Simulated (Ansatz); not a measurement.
# C6H9ClO6Si: small, medium and large basis sets

An exercise on one series of results from a longer session: the logs are not shown, and one member is left open.

Program: Ansatz 0.2.0, Gaussian basis. Level of theory: one geometry, several basis sets. These are calculated values, not measurements.

Plan: PBE0-D4/def2-SVP; ωB97M-V/def2-SVP; PBE0-D4/def2-QZVPP; ωB97M-V/def2-QZVPP; the functionals' def2-TZVPP values are taken from earlier runs.

## The relaxed structure

An earlier PBE0-D4 in a triple-zeta def2 set relaxation fixed the geometry.

23 atoms, charge 0, spin multiplicity 1.

Atoms are counted from 1 here; the program's logs count them from 0.

Bond lengths: C1–C2 1.492 Å, C1–H15 1.087 Å, C1–H16 1.092 Å, C1–H17 1.092 Å, C2–O3 1.197 Å, C2–O4 1.355 Å, O4–Si5 1.646 Å, Si5–Cl6 2.013 Å, Si5–O7 1.646 Å, Si5–O11 1.642 Å, O7–C8 1.355 Å, C8–C9 1.492 Å, C8–O10 1.197 Å, C9–H18 1.087 Å, C9–H19 1.092 Å, C9–H20 1.092 Å, O11–C12 1.354 Å, C12–C13 1.490 Å and more. Angles: C2–C1–H15 109.9°, C2–C1–H16 109.6°, C2–C1–H17 109.3°, H15–C1–H16 110.4°, H15–C1–H17 110.3°, H16–C1–H17 107.3°, C1–C2–O3 126.2°, C1–C2–O4 111.5°, O3–C2–O4 122.3°, C2–O4–Si5 124.0°, O4–Si5–Cl6 110.7°, O4–Si5–O7 100.5°, O4–Si5–O11 114.3°, Cl6–Si5–O7 110.8°, Cl6–Si5–O11 106.4°, O7–Si5–O11 114.2°, Si5–O7–C8 124.0°, O7–C8–C9 111.5° and more.

The first run:

in.yaml

```yaml
crystal:
  periodic: [false, false, false]
  atoms:
    - {symbol: C, position_ang: [-2.715543, 0.336276, 2.692099]}
    - {symbol: C, position_ang: [-1.904951, 0.967728, 1.610614]}
    - {symbol: O, position_ang: [-2.269191, 1.832744, 0.867569]}
    - {symbol: O, position_ang: [-0.660057, 0.435529, 1.546558]}
    - {symbol: Si, position_ang: [0.464380, 0.855389, 0.420875]}
    - {symbol: Cl, position_ang: [1.256548, 2.657745, 0.842136]}
    - {symbol: O, position_ang: [1.575250, -0.337554, 0.646559]}
    - {symbol: C, position_ang: [2.606965, -0.581853, -0.197928]}
    - {symbol: C, position_ang: [3.401869, -1.767007, 0.236845]}
    - {symbol: O, position_ang: [2.814536, 0.092522, -1.164960]}
    - {symbol: O, position_ang: [-0.117873, 0.953041, -1.110996]}
    - {symbol: C, position_ang: [-0.734789, -0.081677, -1.728802]}
    - {symbol: C, position_ang: [-1.168952, 0.281346, -3.107096]}
    - {symbol: O, position_ang: [-0.888900, -1.141515, -1.189753]}
    - {symbol: H, position_ang: [-3.701642, 0.791485, 2.729270]}
    - {symbol: H, position_ang: [-2.204793, 0.455145, 3.649578]}
    - {symbol: H, position_ang: [-2.799138, -0.735411, 2.500454]}
    - {symbol: H, position_ang: [4.228072, -1.930566, -0.449911]}
    - {symbol: H, position_ang: [2.753187, -2.644821, 0.266258]}
    - {symbol: H, position_ang: [3.774983, -1.606177, 1.250104]}
    - {symbol: H, position_ang: [-1.849381, 1.133721, -3.056664]}
    - {symbol: H, position_ang: [-0.299258, 0.594539, -3.688023]}
    - {symbol: H, position_ang: [-1.656623, -0.567327, -3.579086]}
basis:
  gaussian: {orbitals: def2-SVP}
hamiltonian: {xc: pbe0, dispersion: d4}
output: {orbitals: {seedname: orbitals}}
```

Started as:

```console
ansatz run in.yaml --threads 10 --pin off --events-out ev --progress --plain --max-ram 110592MiB --backend cpu
```

Among the steps run: PBE0-D4 in def2-SVP; ωB97M-V in def2-SVP; PBE0-D4 in def2-QZVPP; ωB97M-V in def2-QZVPP.

One table of the session follows, with a row left open; its other results are not shown here.

It belongs to the step «Functionals by basis». 

```
functional       basis  HOMO (eV)  LUMO (eV)
   PBE0-D4    def2-SVP      -8.22      -0.30
   PBE0-D4  def2-TZVPP      -8.29      -0.41
   PBE0-D4  def2-QZVPP      -8.32      -0.47
   ωB97M-V    def2-SVP          ?          ?
   ωB97M-V  def2-TZVPP     -10.72       1.85
   ωB97M-V  def2-QZVPP     -10.75       1.56
```

**Question.** Estimate the row for ωB97M-V, def2-SVP.

**Answer.** HOMO (eV): -10.62; LUMO (eV): 2.03. In the column «HOMO (eV)» it lies between ωB97M-V, def2-TZVPP (-10.72) and PBE0-D4, def2-QZVPP (-8.32).
